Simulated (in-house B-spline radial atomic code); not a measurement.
# Pr⁺: binding energies from hole states

Aim: the cost of two holes at once in Pr⁺, against the sum of the two single holes.

The numbers are computed with in-house B-spline radial atomic code version 1 (Dirac-Hartree-Fock, average of configuration, Fermi nucleus, basis-set limit), except any that are marked as measured or tabulated.

### 1 The atom as given

```
element       : praseodymium (Z = 59)
charge        : +1
electrons     : 58
configuration : [Xe] 4f3 6s1
Hamiltonian   : Dirac-Coulomb
nucleus       : Fermi, rms radius 4.892 fm
```

Outer shells as boxes (Hund's rule):

[Xe] 4f3 6s1
```
[Xe] core
4f [↑ ][↑ ][↑ ][  ][  ][  ][  ]
6s [↑ ]
```

The boxes draw the filling by Hund's rule, which heavy ions in jj coupling don't follow; these runs average over all states of the configuration.

Settings of the run:

```ini
Z = 59
electrons = 58.0
configuration = [Xe] 4f3 6s1
hamiltonian = dirac
method = hf
spin_polarised = False
nucleus = fermi
rms_radius = 4.8919
mass_number = 141
atomic_mass = 140.907659604
speed_of_light = 137.035999084
```

The reference is known from an earlier run: -9237.985831 hartree in all. Up to eight levels, counted from the top:

```csv
orbital,occupation,energy (eV),<r> (bohr)
4d3/2,4,-135.16,0.7234
4d5/2,6,-131.38,0.7334
5s1/2,2,-54.652,1.533
5p1/2,2,-34.850,1.720
5p3/2,4,-31.849,1.803
4f5/2,1.28571,-14.749,1.083
4f7/2,1.71429,-14.441,1.095
6s1/2,1,-9.883,4.313
```

Single holes known from earlier runs (ΔSCF): 2p1/2 6467.79 eV, 2p3/2 5985.75 eV, 3p1/2 1351.53 eV, 3d3/2 960.95 eV, 4s 322.82 eV, 4p1/2 257.60 eV, 4d3/2 128.09 eV, 5s 52.912 eV, 6s 9.854 eV.

### 2 The 3p1/2 and 4s holes

In configurations, a minus sign after the shell means j = l − 1/2 and a plus sign j = l + 1/2; the count of electrons follows.

Settings of the run:

```ini
Z = 59
electrons = 56.0
configuration = 1s2 2s2 2p6 3s2 3p-1 3p+4 3d10 4s1 4p6 4d10 4f3 5s2 5p6 6s1
hamiltonian = dirac
method = hf
spin_polarised = False
nucleus = fermi
rms_radius = 4.8919
mass_number = 141
atomic_mass = 140.907659604
speed_of_light = 137.035999084
```

### 3 The 2p3/2 and 2p1/2 holes

Settings: those of step 2 with these lines changed.

```diff
@@ -2,3 +2,3 @@
 electrons = 56.0
-configuration = 1s2 2s2 2p6 3s2 3p-1 3p+4 3d10 4s1 4p6 4d10 4f3 5s2 5p6 6s1
+configuration = 1s2 2s2 2p-1 2p+3 3s2 3p6 3d10 4s2 4p6 4d10 4f3 5s2 5p6 6s1
 hamiltonian = dirac
```

### 4 The 4p1/2 and 6s holes

Settings: those of step 3 with these lines changed.

```diff
@@ -2,3 +2,3 @@
 electrons = 56.0
-configuration = 1s2 2s2 2p-1 2p+3 3s2 3p6 3d10 4s2 4p6 4d10 4f3 5s2 5p6 6s1
+configuration = 1s2 2s2 2p6 3s2 3p6 3d10 4s2 4p-1 4p+4 4d10 4f3 5s2 5p6
 hamiltonian = dirac
```

### 5 The 4d3/2 and 5s holes

Settings: those of step 4 with these lines changed.

```diff
@@ -2,3 +2,3 @@
 electrons = 56.0
-configuration = 1s2 2s2 2p6 3s2 3p6 3d10 4s2 4p-1 4p+4 4d10 4f3 5s2 5p6
+configuration = 1s2 2s2 2p6 3s2 3p6 3d10 4s2 4p6 4d-3 4d+6 4f3 5s1 5p6 6s1
 hamiltonian = dirac
```

### 6 The 3d3/2 and 5s holes

Settings: those of step 5 with these lines changed.

```diff
@@ -2,3 +2,3 @@
 electrons = 56.0
-configuration = 1s2 2s2 2p6 3s2 3p6 3d10 4s2 4p6 4d-3 4d+6 4f3 5s1 5p6 6s1
+configuration = 1s2 2s2 2p6 3s2 3p6 3d-3 3d+6 4s2 4p6 4d10 4f3 5s1 5p6 6s1
 hamiltonian = dirac
```

What does each hole state cost in eV, and how does that compare with the orbital energies or single holes?

As calculated:

| two holes | ΔSCF (eV) | less the two single holes (eV) |
| --- | --- | --- |
| 3p1/2 and 4s | 1700.81 | 26.45 |
| 2p3/2 and 2p1/2 | 12633.7 | 180.15 |
| 4p1/2 and 6s | 274.87 | 7.42 |
| 4d3/2 and 5s | 195.36 | 14.36 |
| 3d3/2 and 5s | 1028.49 | 14.63 |

Two holes cost more than the sum of each, because the second electron leaves a more charged ion. The excess runs from 7.4 eV (4p1/2 and 6s) to 180.1 eV (2p3/2 and 2p1/2); it tends to be largest where both holes are compact. Two partly filled shells share a symmetry and can mix in the average, which may lower the energy, in these hole states: 3p1/2 and 4s; 4d3/2 and 5s; 3d3/2 and 5s; 4s; 5s. Values are for the free ion, measured from the vacuum level.
